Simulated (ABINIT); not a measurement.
A calculation with ABINIT 10.8.3 (patched build) of MgC2 (native input, structure typed inline):

Contents of run.abi:

```
pp_dirpath "./"
pseudos "Mg.GGA_PBE-JTH.xml, C.GGA_PBE-JTH.xml"

acell 3*1.0
rprim
     7.4658865095     0.0000000000     0.0000000000
     0.0000000000     7.4658865095     0.0000000000
     0.0000000000     0.0000000000     9.4242323691
ntypat 2
znucl 12 6
natom 6
typat 1 1 2 2 2 2
xred
     0.0000000000     0.0000000000     0.5000000000
     0.5000000000     0.5000000000     0.0000000000
     0.3876550000     0.6123450000     0.5000000000
     0.1123450000     0.1123450000     0.0000000000
     0.6123450000     0.3876550000     0.5000000000
     0.8876550000     0.8876550000     0.0000000000

ecut 19.0
pawecutdg 38.0
pawxcdev 0
pawovlp -1

kptopt 1
ngkpt 7 7 6
nshiftk 1
shiftk 0.0 0.0 0.0

ixc 11

nband 22
occopt 3
tsmear 0.00183747

nstep 100
tolvrs 1.0e-9

iomode 3
prtwf 0
prtden 0
prteig 0
prtebands 0
enunit 1
```

Potentials or basis: JTH PAW PBE v2.0.

The run is started by

```bash
$ abinit run.abi > log 2>&1
```

The cell comes from a database or a generator and needn't be the stable form of this composition.

Task: Write the same calculation in another form: ASE script, structure typed inline.

Result: As run:

Contents of run.py:

```python
import json, os
import numpy as np
from ase.units import GPa
from ase.calculators.abinit import Abinit, AbinitProfile
from ase import Atoms

atoms = Atoms(['Mg', 'Mg', 'C', 'C', 'C', 'C'],
              cell=[[3.950777, 0.0, 0.0], [0.0, 3.950777, 0.0], [0.0, 0.0, 4.987089]],
              scaled_positions=[[0.0, 0.0, 0.5], [0.5, 0.5, 0.0], [0.387655, 0.612345, 0.5], [0.112345, 0.112345, 0.0], [0.612345, 0.387655, 0.5], [0.887655, 0.887655, 0.0]],
              pbc=True)

profile = AbinitProfile(command='abinit', pp_paths=[os.path.abspath('pseudos')])
params = dict(
    pps='pawxml', xc='PBE',
    ecut=517.0163,
    pawecutdg=1034.0327,
    pawxcdev=0,
    pawovlp=-1,
    kptopt=1,
    ngkpt=[7, 7, 6],
    nshiftk=1,
    shiftk=[0.0, 0.0, 0.0],
    ixc=11,
    nband=22,
    occopt=3,
    tsmear=0.05,
    nstep=100,
    tolvrs=1e-09,
    prtwf=0,
    prtden=0,
)

atoms.calc = Abinit(profile=profile, directory='run', **params)
energy = atoms.get_potential_energy()
forces = atoms.get_forces()
stress = atoms.get_stress()
print(f'energy {energy:.6f} eV')
print('forces (eV/A)')
print(np.round(forces, 5))
print('stress (GPa, Voigt, tension positive)', np.round(stress / GPa, 4))
json.dump(dict(energy=energy, forces=forces.tolist(), stress=stress.tolist(), cell=atoms.cell.tolist(), frac=atoms.get_scaled_positions(wrap=False).tolist()), open('results.json', 'w'))
```

Potentials or basis: JTH PAW PBE v2.0.

The run is started by

```sh
$ python run.py
```

Both were run:

|  | native input, structure typed inline | ASE script, structure typed inline |
| --- | --- | --- |
| Pressure | -0.5 GPa | -0.5 GPa |
| Largest force | 0.033 eV/Å | 0.033 eV/Å |
| Band gap on the k mesh | 2.59 eV, indirect (least direct gap 2.97 eV) | 2.59 eV, indirect (least direct gap 2.97 eV) |

Keys that steer only the numerical path or the files written may differ.

Caveat: the atomic spheres overlap; an odd mesh through Γ misses points on the zone boundary, where band edges often lie.
